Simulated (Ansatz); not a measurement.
# BH3O2 + H2O: a complex and its separated parts

The complex below is one end of an elementary step. How strongly is it bound against its free parts?

Method: PBE0-D4/def2-TZVP structures, single points in def2-TZVPP, no counterpoise correction; program: Ansatz 0.2.0, Gaussian basis.

Levels: SPW92, PBE-D4, BLYP-D4, r2SCAN-D4, B97M-V, PBE0-D4, B3LYP-D4, r2SCAN0-D4, BHLYP-D4, CAM-B3LYP-D4, wB97X-V, wB97M-V, B2PLYP, PBE-QIDH, RPA on PBE, Hartree-Fock, MP2, CCSD, CCSD(T).

Correlated methods freeze the cores. B3LYP uses VWN-RPA correlation. B2PLYP carries no dispersion term here.

## 1. Where the work starts

The complex: 9 atoms, charge 0, spin multiplicity 1.

Atoms are counted from 1 here; the program's logs count them from 0.

Bond lengths: B1–O3 1.358 Å, B1–O4 1.361 Å, B1–H6 1.196 Å, O2–H5 0.959 Å, O2–H7 0.966 Å, O3–H8 0.959 Å, O4–H9 0.963 Å. Angles: O3–B1–O4 118.7°, O3–B1–H6 123.1°, O4–B1–H6 118.2°, H5–O2–H7 104.9°, B1–O3–H8 113.6°, B1–O4–H9 112.8°.

As a file:

```
B    -0.5559   -0.9418    0.1970
O     1.9339    1.9522   -0.2150
O    -1.5050   -1.7703   -0.3102
O    -0.5160    0.3474   -0.2357
H     1.9330    2.3846    0.6407
H     0.2475   -1.2892    1.0117
H     1.1168    1.4379   -0.2338
H    -1.4656   -2.6605    0.0433
H    -1.1885    0.5398   -0.8978
```

Its parts: BH3O2 holds atoms 1, 3, 4, 6, 8, 9; H2O holds atoms 2, 5, 7. Each part counts its atoms afresh in its own runs.

## 2. Relaxing BH3O2 alone

relax-a/in.yaml reads:

```yaml
crystal:
  periodic: [false, false, false]
  atoms:
    - {symbol: B, position_ang: [-0.555901, -0.941816, 0.196988]}
    - {symbol: O, position_ang: [-1.504979, -1.770316, -0.310237]}
    - {symbol: O, position_ang: [-0.516028, 0.347441, -0.235721]}
    - {symbol: H, position_ang: [0.247462, -1.289214, 1.011697]}
    - {symbol: H, position_ang: [-1.465558, -2.660495, 0.043308]}
    - {symbol: H, position_ang: [-1.188550, 0.539797, -0.897832]}
basis:
  gaussian: {orbitals: def2-TZVP}
hamiltonian: {xc: pbe0, dispersion: d4}
relax: {f_tol: 0.005, max_steps: 200}
```

No record of the launch command was kept for these runs.

The runs that follow: Relaxing H2O alone; wB97M-V/def2-TZVPP; CCSD(T)/def2-TZVPP; Vibrations of BH3O2; Vibrations of H2O.

**Question.** What will these runs give? Wanted: complex less parts, CCSD(T)/def2-TZVPP; with zero-point energy; largest T1 diagnostic.

As calculated:

```
                              quantity      value
complex less parts, CCSD(T)/def2-TZVPP  -0.191 eV
                with zero-point energy  -0.126 eV
                 largest T1 diagnostic      0.013
```

In words: At CCSD(T) the complex lies 0.191 eV below its parts. The functionals run from PBE-QIDH, off by +0.001 eV, to SPW92, off by -0.112 eV, against CCSD(T). By rung, the mean size of the error is: LDA 0.112, GGA 0.018, meta-GGA 0.006, hybrid 0.017, range-separated hybrid 0.016, double hybrid 0.003 eV. PBE-D4 gives a relative energy 0.023 eV too low, inside chemical accuracy (1 kcal/mol, 0.043 eV). No counterpoise was applied, and triple zeta lacks some correlation, so the CCSD(T) reference has a basis error of its own, and close matches with it are partly luck.
